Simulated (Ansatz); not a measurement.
# YAl2N3: the cost of one run

Method: DFT PBE, scalar-relativistic, plane waves, PAW, in Ansatz 0.2.0.

## (1) Starting point

The structure is trigonal, space group P3m1 (No. 156). The conventional cell has a = 3.433 Å, b = 3.433 Å, c = 8.410 Å, α = 90.00°, β = 90.00°, γ = 120.00°. Around Y (site symmetry 3m) lie 4 N at 2.10 Å. Al (site symmetry 3m) has 4 N at 2.10 Å as nearest neighbours. N (site symmetry 3m) is surrounded by 3 Y at 2.10 Å and 1 Al at 2.10 Å. Around N (site symmetry 3m) lie 4 Al at 2.10 Å. N (site symmetry 3m) is surrounded by 3 Al at 2.10 Å and 1 Y at 2.10 Å.

Structure file:

```xyz
6
Lattice="3.4332 0.0000 0.0000 -1.7166 2.9733 0.0000 0.0000 0.0000 8.4096" Properties=species:S:1:pos:R:3 pbc="T T T"
Y     0.0000    0.0000    0.0000
Al    0.0000    1.9822    5.6064
Al    1.7166    0.9911    2.8032
N     0.0000    1.9822    7.7088
N     1.7166    0.9911    4.9056
N     0.0000    0.0000    2.1024
```

The start is an ordering of an alloy on its end members' structure types: elements ordered on the sites of the AlN type, Al/Y on Al (P3m1, No. 156).

## (2) The guess as it stands, on a coarse mesh

The input, input.yaml:

```yaml
crystal:
  lattice:
    - [3.43322166, 0.0, 0.0]
    - [-1.71661083, 2.97325717, 0.0]
    - [0.0, 0.0, 8.40964124]
  atoms:
    - { symbol: "Y", position: [0.0, 0.0, 0.0] }
    - { symbol: Al, position: [0.33333333, 0.66666667, 0.66666667] }
    - { symbol: Al, position: [0.66666667, 0.33333333, 0.33333333] }
    - { symbol: "N", position: [0.33333333, 0.66666667, 0.91666667] }
    - { symbol: "N", position: [0.66666667, 0.33333333, 0.58333333] }
    - { symbol: "N", position: [0.0, 0.0, 0.25] }
basis:
  ecutwfc: 420
kpoints:
  mp_grid: { grid: [6, 6, 2] }
hamiltonian:
  xc: pbe
scf:
  occupations: { method: gaussian, width: 0.1 }
  lower_state_search: "off"
output:
  forces: true
  stress: true
  eigenvalues: true
```

Run with:

```console
$ ansatz run input.yaml --threads 1 --pin off --max-ram 2560MiB --backend cpu --events-out ev --progress --plain --runs-dir out
```

Q: Estimate wall time and peak memory on 1 thread of AMD EPYC 7R43 (Zen 3), shared host.

About 2.2 s, with a peak of 0.36 GiB.
